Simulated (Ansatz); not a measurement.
# TaO2F: the cost of one run

Method: DFT PBEsol, scalar-relativistic, plane waves, PAW, in Ansatz 0.2.0.

## (1) Starting point

The structure is tetragonal, space group P4_2/mmc (No. 131). The conventional cell has a = 3.981 Å, b = 3.981 Å, c = 7.773 Å, α = 90.00°, β = 90.00°, γ = 90.00°. Ta (site symmetry mmm) is surrounded by 4 O at 1.94 to 1.99 Å and 2 F at 1.99 Å. O (site symmetry -4m2) has 2 Ta at 1.94 Å as nearest neighbours. Around O (site symmetry mmm) lie 2 Ta at 1.99 Å. Around F (site symmetry mmm) lie 2 Ta at 1.99 Å.

As a file:

```
CELL_PARAMETERS angstrom
3.98117 0.00000 0.00000
0.00000 3.98117 0.00000
0.00000 0.00000 7.77349
ATOMIC_POSITIONS crystal
Ta 0.00000 0.00000 0.00000
Ta 0.00000 0.00000 0.50000
O 0.00000 0.00000 0.25000
O 0.00000 0.00000 0.75000
O 0.50000 0.00000 0.00000
O 0.00000 0.50000 0.50000
F 0.00000 0.50000 0.00000
F 0.50000 0.00000 0.50000
```

The structure comes from the Materials Project (structure only).

## (2) Quick check of gap, pressure and forces

Input file input.yaml:

```yaml
crystal:
  lattice:
    - [3.981168, 0.0, 0.0]
    - [0.0, 3.981168, 0.0]
    - [0.0, 0.0, 7.773488]
  atoms:
    - { symbol: Ta, position: [0.0, 0.0, 0.0] }
    - { symbol: Ta, position: [0.0, 0.0, 0.5] }
    - { symbol: O, position: [0.0, 0.0, 0.25] }
    - { symbol: O, position: [0.0, 0.0, 0.75] }
    - { symbol: O, position: [0.5, 0.0, 0.0] }
    - { symbol: O, position: [0.0, 0.5, 0.5] }
    - { symbol: F, position: [0.0, 0.5, 0.0] }
    - { symbol: F, position: [0.5, 0.0, 0.5] }
basis:
  ecutwfc: 420
kpoints:
  mp_grid: { grid: [4, 4, 4] }
hamiltonian:
  xc: pbesol
scf:
  occupations: { method: gaussian, width: 0.1 }
output:
  forces: true
  stress: true
  eigenvalues: true
```

Started as:

```bash
$ ansatz run input.yaml --threads 4 --pin off --max-ram 5120MiB --backend cpu --events-out ev --progress --plain --runs-dir out
```

What time and memory should one allow on 4 threads of an x86-64 CPU, shared host?

About 1 s, with a peak of 0.53 GiB.
